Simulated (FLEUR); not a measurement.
# Ta4NiO11 (Cmmm) in FLEUR: band structure with PBE

Aim: the band structure of Ta4NiO11 with PBE.

All numbers are computed with FLEUR MaX-R8.1 (later development tree); they aren't measurements. Logs are shortened: lines on timing, memory, paths and dates and some standing lists are left out, and cuts for length are marked.

## Step 1: The structure

It takes space group Cmmm (No. 65, orthorhombic). The conventional cell has a = 3.910 Å, b = 29.659 Å, c = 3.886 Å, α = 90.00°, β = 90.00°, γ = 90.00°. Ta (site symmetry m2m) is surrounded by 5 O at 1.91 to 2.02 Å. Ta (site symmetry m2m) has 5 O at 1.91 to 1.99 Å as nearest neighbours. Ni (site symmetry mmm) has 4 O at 1.88 to 1.95 Å as nearest neighbours. O (site symmetry m2m) has 2 Ta at 1.91 Å as nearest neighbours. Around O (site symmetry m2m) lie 3 Ta at 2.02 to 2.21 Å. O (site symmetry m2m) is surrounded by 1 Ni at 1.88 Å and 2 Ta at 1.99 Å. O (site symmetry mmm) has 2 Ni at 1.95 Å and 2 Ta at 2.24 Å as nearest neighbours. O (site symmetry m2m) has 2 Ta at 1.95 Å as nearest neighbours.

The cell was built by a generator and needn't be a form met in nature.

## Step 2: Band structure, PBE, collinear spin, ferromagnetic start

File inp.xml:

```xml
<?xml version="1.0" encoding="UTF-8" standalone="no"?>
<fleurInput fleurInputVersion="0.39">
   <comment>
      Ta4NiO11                                                                                            
   </comment>
   <calculationSetup>
      <cutoffs Kmax="4.7" Gmax="14.7" GmaxXC="14.7" numbands="0"/>
      <scfLoop itmax="60" minDistance="0.0001" maxIterBroyd="15" imix="Anderson" alpha="0.05" precondParam="0.0" spinf="2.0" sdNocoIR="T"/>
      <coreElectrons ctail="T" frcor="F" kcrel="0" coretail_lmax="0"/>
      <xcFunctional name="pbe" relativisticCorrections="F"/>
      <magnetism jspins="2"/>
      <soc l_soc="F" theta="0.0" phi="0.0" spav="F"/>
      <expertModes spex="0" secvar="F"/>
      <geometryOptimization l_f="F" forcealpha="1.0" forcemix="BFGS" epsdisp="0.00001" epsforce="0.00001"/>
      <ldaU l_linMix="F" mixParam="0.05" spinf="1.0"/>
   </calculationSetup>
   <cell>
      <bzIntegration valenceElectrons="192.0" mode="hist" fermiSmearingEnergy="0.00183747">
         <kPointListSelection listName="default-1"/>
         <!-- k-points included here -->
         <xi:include xmlns:xi="http://www.w3.org/2001/XInclude" href="kpts.xml"> </xi:include>
      </bzIntegration>
      <!-- symmetry operations included here -->
      <xi:include xmlns:xi="http://www.w3.org/2001/XInclude" href="sym.xml"> </xi:include>
      <bulkLattice scale="1.0">
[... 82 lines left out ...]
         <force calculate="T" relaxXYZ="TTT"/>
      </atomGroup>
      <atomGroup species="Oxygen (O)">
         <relPos label="                  10">.0000000000 .0000000000 .0000000000</relPos>
         <force calculate="T" relaxXYZ="TTT"/>
      </atomGroup>
      <atomGroup species="Oxygen (O)">
         <relPos label="                  13">-.0721000000 .0721000000 1.000/2.000</relPos>
         <relPos label="                  14">.0721000000 -.0721000000 1.000/2.000</relPos>
         <force calculate="T" relaxXYZ="TTT"/>
      </atomGroup>
      <atomGroup species="Oxygen (O)">
         <relPos label="                  15">-.2056400000 .2056400000 1.000/2.000</relPos>
         <relPos label="                  16">.2056400000 -.2056400000 1.000/2.000</relPos>
         <force calculate="T" relaxXYZ="TTT"/>
      </atomGroup>
   </atomGroups>
   <output dos="F" band="F" slice="F">
      <checks vchk="F" cdinf="F"/>
      <bandDOS minEnergy="-.5*Htr" maxEnergy="0.5*Htr" sigma="0.015" storeEVData="T"/>
      <vacuumDOS vacdos="F" integ="F" star="F" nstars="0" locx1="0.0" locy1="0.0" locx2="0.0" locy2="0.0" nstm="0" tworkf="0.0"/>
      <unfoldingBand unfoldBand="F" supercellX="1" supercellY="1" supercellZ="1"/>
      <plotting iplot="0" polar="F">
         <plot TwoD="T" vec1="  1.0  0.0  0.0" vec2="  0.0  1.0  0.0" vec3="  0.0  0.0  1.0" zero="  0.0  0.0  0.0" file="plot"/>
      </plotting>
      <chargeDensitySlicing numkpt="0" minEigenval="0.0" maxEigenval="0.0" nnne="0" pallst="F"/>
      <specialOutput eonly="F"/>
      <moessbauerParams electricFieldGradient="T" isomerShift="T" coreHyperfine="T" valenceHyperfine="T"/>
      <magneticCircularDichroism mcd="F" energyLo="-10.0" energyUp="0.0"/>
   </output>
  <!-- We include the file relax.xml here to enable relaxations (see documentation) -->
  <xi:include xmlns:xi="http://www.w3.org/2001/XInclude" href="relax.xml"> <xi:fallback/> </xi:include>
</fleurInput>
```

File crystal.txt:

```
Ta4NiO11
&input cartesian=F /
1.9549500000  -14.8297300000  0.0000000000
1.9549500000  14.8297300000  0.0000000000
0.0000000000  0.0000000000  3.8859000000
1.8897261246
1.0 1.0 1.0

16
73 0.2043700000  0.7956300000  0.0000000000
73 0.9245100000  0.0754900000  0.0000000000
73 0.0754900000  0.9245100000  0.0000000000
73 0.7956300000  0.2043700000  0.0000000000
28 0.5000000000  0.5000000000  0.0000000000 : 1.000
8 0.1398700000  0.8601300000  0.0000000000
8 0.7210700000  0.2789300000  0.0000000000
8 0.4364500000  0.5635500000  0.0000000000
8 0.5635500000  0.4364500000  0.0000000000
8 0.0000000000  0.0000000000  0.0000000000
8 0.8601300000  0.1398700000  0.0000000000
8 0.2789300000  0.7210700000  0.0000000000
8 0.9279000000  0.0721000000  0.5000000000
8 0.0721000000  0.9279000000  0.5000000000
8 0.7943600000  0.2056400000  0.5000000000
8 0.2056400000  0.7943600000  0.5000000000

&kpt div1=4 div2=4 div3=4 gamma=T /
```

File inp.xml (bands):

```
<?xml version="1.0" encoding="UTF-8" standalone="no"?>
<fleurInput fleurInputVersion="0.39">
   <comment>
      Ta4NiO11                                                                                            
   </comment>
   <calculationSetup>
      <cutoffs Kmax="4.7" Gmax="14.7" GmaxXC="14.7" numbands="0"/>
      <scfLoop itmax="60" minDistance="0.0001" maxIterBroyd="15" imix="Anderson" alpha="0.05" precondParam="0.0" spinf="2.0" sdNocoIR="T"/>
      <coreElectrons ctail="T" frcor="F" kcrel="0" coretail_lmax="0"/>
      <xcFunctional name="pbe" relativisticCorrections="F"/>
      <magnetism jspins="2"/>
      <soc l_soc="F" theta="0.0" phi="0.0" spav="F"/>
      <expertModes spex="0" secvar="F"/>
      <geometryOptimization l_f="F" forcealpha="1.0" forcemix="BFGS" epsdisp="0.00001" epsforce="0.00001"/>
      <ldaU l_linMix="F" mixParam="0.05" spinf="1.0"/>
   </calculationSetup>
   <cell>
      <bzIntegration valenceElectrons="192.0" mode="hist" fermiSmearingEnergy="0.00183747">
         <kPointListSelection listName="path-1"/>
         <!-- k-points included here -->
         <xi:include xmlns:xi="http://www.w3.org/2001/XInclude" href="kpts.xml"> </xi:include>
      </bzIntegration>
      <!-- symmetry operations included here -->
      <xi:include xmlns:xi="http://www.w3.org/2001/XInclude" href="sym.xml"> </xi:include>
      <bulkLattice scale="1.0">
         <bravaisMatrix>
[... 81 lines left out ...]
         <force calculate="T" relaxXYZ="TTT"/>
      </atomGroup>
      <atomGroup species="Oxygen (O)">
         <relPos label="                  10">.0000000000 .0000000000 .0000000000</relPos>
         <force calculate="T" relaxXYZ="TTT"/>
      </atomGroup>
      <atomGroup species="Oxygen (O)">
         <relPos label="                  13">-.0721000000 .0721000000 1.000/2.000</relPos>
         <relPos label="                  14">.0721000000 -.0721000000 1.000/2.000</relPos>
         <force calculate="T" relaxXYZ="TTT"/>
      </atomGroup>
      <atomGroup species="Oxygen (O)">
         <relPos label="                  15">-.2056400000 .2056400000 1.000/2.000</relPos>
         <relPos label="                  16">.2056400000 -.2056400000 1.000/2.000</relPos>
         <force calculate="T" relaxXYZ="TTT"/>
      </atomGroup>
   </atomGroups>
   <output dos="F" band="T" slice="F">
      <checks vchk="F" cdinf="F"/>
      <bandDOS minEnergy="-.5*Htr" maxEnergy="0.5*Htr" sigma="0.015" storeEVData="T"/>
      <vacuumDOS vacdos="F" integ="F" star="F" nstars="0" locx1="0.0" locy1="0.0" locx2="0.0" locy2="0.0" nstm="0" tworkf="0.0"/>
      <unfoldingBand unfoldBand="F" supercellX="1" supercellY="1" supercellZ="1"/>
      <plotting iplot="0" polar="F">
         <plot TwoD="T" vec1="  1.0  0.0  0.0" vec2="  0.0  1.0  0.0" vec3="  0.0  0.0  1.0" zero="  0.0  0.0  0.0" file="plot"/>
      </plotting>
      <chargeDensitySlicing numkpt="0" minEigenval="0.0" maxEigenval="0.0" nnne="0" pallst="F"/>
      <specialOutput eonly="F"/>
      <moessbauerParams electricFieldGradient="T" isomerShift="T" coreHyperfine="T" valenceHyperfine="T"/>
      <magneticCircularDichroism mcd="F" energyLo="-10.0" energyUp="0.0"/>
   </output>
  <!-- We include the file relax.xml here to enable relaxations (see documentation) -->
  <xi:include xmlns:xi="http://www.w3.org/2001/XInclude" href="relax.xml"> <xi:fallback/> </xi:include>
</fleurInput>
```

Potentials or basis: all-electron, FLAPW.

Command:

```console
inpgen -f crystal.txt -profile fastHighL
# inp.xml edited to the form shown
mpirun -n 8 fleur_MPI -pe_per_kpt 1
mpirun -n 8 fleur_MPI -pe_per_kpt 1   # second run, on inp.xml (bands)
```

What it wrote:

```text
Welcome to FLEUR        (www.flapw.de)
      MaX-Release 8.1          (www.max-centre.eu)

 ========== k-point set info ==========
 Selected k-point list: default-1
 k-point list type: mesh
 4 x 4 x 4
 Number of k points: 21

 ------------Calculation Setup---------------------------
 Number of MPI-tasks      :            8
 Number of PE/node        :            8
 Number of OMP-threads    :            1

 ========================================
 WARNING:
 You are making use of multiple MPI processes but no OpenMP parallelization.
 The chosen parallelization scheme is also no pure k-point parallelization.
 The performance of your calculation may benefit by also employing some
 OpenMP parallelization.

 Fleur will proceed with the calculation.
 ========================================

 Using exactly            1  PE per kpt
 Using exactly            1  PE per kpt
 Using exactly            1  PE per kpt
 k-points in parallel     :            8
 pe's per k-point         :            1
 No of k-point loops      :            2
 Info/Warning             : your k-point parallelism is not fully load-balanced
 Using exactly            1  PE per kpt
 Using exactly            1  PE per kpt
 Using exactly            1  PE per kpt
 Using exactly            1  PE per kpt
 Using exactly            1  PE per kpt
 Eigenvalue solver        :       lapack
 Number of basis functions:         3256
 Approximate size of matrices (H+S) per k-point:         0.158 GB
 --------------------------------------------------------
 Iteration:     1   Distance:      31.40568055 me/bohr^3
 Iteration:     2   Distance:      26.96802425 me/bohr^3
 Iteration:     3   Distance:      10.81274451 me/bohr^3
 Iteration:     4   Distance:      10.25705698 me/bohr^3
 Iteration:     5   Distance:       5.69989723 me/bohr^3
 Iteration:     6   Distance:       3.11752221 me/bohr^3
 Iteration:     7   Distance:       2.71617665 me/bohr^3
 Iteration:     8   Distance:       0.93962115 me/bohr^3
 Iteration:     9   Distance:       0.75024414 me/bohr^3
 Iteration:    10   Distance:       0.65252961 me/bohr^3
[... 13 lines left out ...]
 Iteration:    24   Distance:       0.00271988 me/bohr^3
 Iteration:    25   Distance:       0.00165468 me/bohr^3
 Iteration:    26   Distance:       0.00066992 me/bohr^3
 Iteration:    27   Distance:       0.00066853 me/bohr^3
 Iteration:    28   Distance:       0.00030237 me/bohr^3
 Iteration:    29   Distance:       0.00019413 me/bohr^3
 Iteration:    30   Distance:       0.00017322 me/bohr^3
 Iteration:    31   Distance:       0.00013033 me/bohr^3
 Iteration:    32   Distance:       0.00010879 me/bohr^3
 Iteration:    33   Distance:       0.00008692 me/bohr^3

 ********************************************************************
 Run finished successfully
 Stop message:
   all done
 ********************************************************************
```

Wall time 60 min (8 MPI ranks of Intel Xeon Platinum 8375C at 2.90GHz (Ice Lake), shared host).

Results:

| Quantity | Value |
| --- | --- |
| Free energy | -1764760.7282 eV |
| Band gap along the path | none (metal or under the smearing width) |
| Net moment | 0.50 μB per cell |
| Site moments | Ta +0.00, -0.00; Ni +0.42; O -0.00, +0.00, +0.04 μB |
| Valence electrons inside the program's atomic spheres | Ta 22.64, 22.65; Ni 15.96; O 4.67, 4.66, 4.58 (radii Ta 1.91, Ni 1.87, O 1.43 bohr) |

Levels at the corners of the path, in eV from the Fermi level:
Spin up:
```csv
point,band 93,band 94,band 95,band 96,band 97,band 98,band 99,band 100
Γ,-1.53,-1.28,-1.04,-0.61,-0.50,1.04,1.31,1.34
X,-1.04,-0.98,-0.81,-0.36,1.13,1.41,1.64,2.34
S,-1.04,-0.98,-0.81,-0.36,1.14,1.41,1.64,2.33
R,-1.01,-0.67,-0.33,-0.28,1.21,2.40,2.57,3.96
A,-1.01,-0.67,-0.33,-0.28,1.21,2.41,2.56,3.96
Z,-1.36,-1.33,-0.79,-0.58,-0.50,2.52,2.60,4.12
Γ,-1.53,-1.28,-1.04,-0.61,-0.50,1.04,1.31,1.34
Y,-1.53,-1.28,-1.04,-0.61,-0.50,1.04,1.31,1.35
X1,-1.04,-0.98,-0.81,-0.36,1.13,1.41,1.64,2.34
A1,-1.01,-0.67,-0.33,-0.28,1.21,2.41,2.56,3.96
T,-1.36,-1.32,-0.79,-0.58,-0.50,2.47,2.65,4.21
Y,-1.53,-1.28,-1.04,-0.61,-0.50,1.04,1.31,1.35
Z,-1.36,-1.33,-0.79,-0.58,-0.50,2.52,2.60,4.12
T,-1.36,-1.32,-0.79,-0.58,-0.50,2.47,2.65,4.21
```
Spin down:
| point | band 94 | band 95 | band 96 | band 97 | band 98 | band 99 |
| --- | --- | --- | --- | --- | --- | --- |
| Γ | -0.90 | -0.84 | -0.31 | 0.11 | 1.04 | 1.31 |
| X | -0.70 | -0.60 | 0.24 | 1.41 | 1.49 | 1.66 |
| S | -0.70 | -0.60 | 0.24 | 1.41 | 1.49 | 1.65 |
| R | -0.27 | -0.19 | 0.30 | 1.53 | 2.40 | 2.67 |
| A | -0.27 | -0.19 | 0.30 | 1.53 | 2.41 | 2.66 |
| Z | -0.84 | -0.69 | -0.38 | 0.34 | 2.53 | 2.60 |
| Γ | -0.90 | -0.84 | -0.31 | 0.11 | 1.04 | 1.31 |
| Y | -0.90 | -0.84 | -0.31 | 0.11 | 1.04 | 1.31 |
| X1 | -0.70 | -0.60 | 0.24 | 1.41 | 1.49 | 1.66 |
| A1 | -0.27 | -0.19 | 0.30 | 1.53 | 2.41 | 2.66 |
| T | -0.84 | -0.69 | -0.38 | 0.34 | 2.48 | 2.65 |
| Y | -0.90 | -0.84 | -0.31 | 0.11 | 1.04 | 1.31 |
| Z | -0.84 | -0.69 | -0.38 | 0.34 | 2.53 | 2.60 |
| T | -0.84 | -0.69 | -0.38 | 0.34 | 2.48 | 2.65 |

Core levels (eV from the Fermi level):
```
atom                                                                                                                                                                                                          levels
1 Ta  1s1/2 -67275.8, 2s1/2 -11547.5, 2p1/2 -11034.5, 2p3/2 -9764.1, 3s1/2 -2641.9, 3p1/2 -2414.2, 3p3/2 -2140.7, 4s1/2 -535.4, 3d3/2 -1756.8, 3d5/2 -1697.3, 4p1/2 -441.5, 4p3/2 -378.6, 4d3/2 -224.6, 4d5/2 -213.0
2 Ta  1s1/2 -67275.6, 2s1/2 -11547.4, 2p1/2 -11034.3, 2p3/2 -9764.0, 3s1/2 -2641.8, 3p1/2 -2414.1, 3p3/2 -2140.6, 4s1/2 -535.2, 3d3/2 -1756.7, 3d5/2 -1697.1, 4p1/2 -441.4, 4p3/2 -378.5, 4d3/2 -224.4, 4d5/2 -212.9
3 Ta  1s1/2 -67275.6, 2s1/2 -11547.4, 2p1/2 -11034.3, 2p3/2 -9764.0, 3s1/2 -2641.8, 3p1/2 -2414.1, 3p3/2 -2140.6, 4s1/2 -535.2, 3d3/2 -1756.7, 3d5/2 -1697.1, 4p1/2 -441.4, 4p3/2 -378.5, 4d3/2 -224.4, 4d5/2 -212.9
4 Ta  1s1/2 -67275.8, 2s1/2 -11547.5, 2p1/2 -11034.5, 2p3/2 -9764.1, 3s1/2 -2641.9, 3p1/2 -2414.2, 3p3/2 -2140.7, 4s1/2 -535.4, 3d3/2 -1756.8, 3d5/2 -1697.3, 4p1/2 -441.5, 4p3/2 -378.6, 4d3/2 -224.6, 4d5/2 -213.0
5 Ni                                                                                                                                                         1s1/2 -8202.3, 2s1/2 -973.4, 2p1/2 -848.0, 2p3/2 -830.5
 6 O                                                                                                                                                                                                    1s1/2 -505.8
```

Caveat: the k mesh is coarse (spacing up to 0.41 Å⁻¹), so the values aren't converged; spin-orbit coupling is left out, which moves the levels of the heavy elements; a cell with one magnetic atom can't hold antiferromagnetic order, which such compounds often take; semilocal functionals often make such compounds metallic where correlation or magnetic order opens a gap, which also shifts bond lengths.
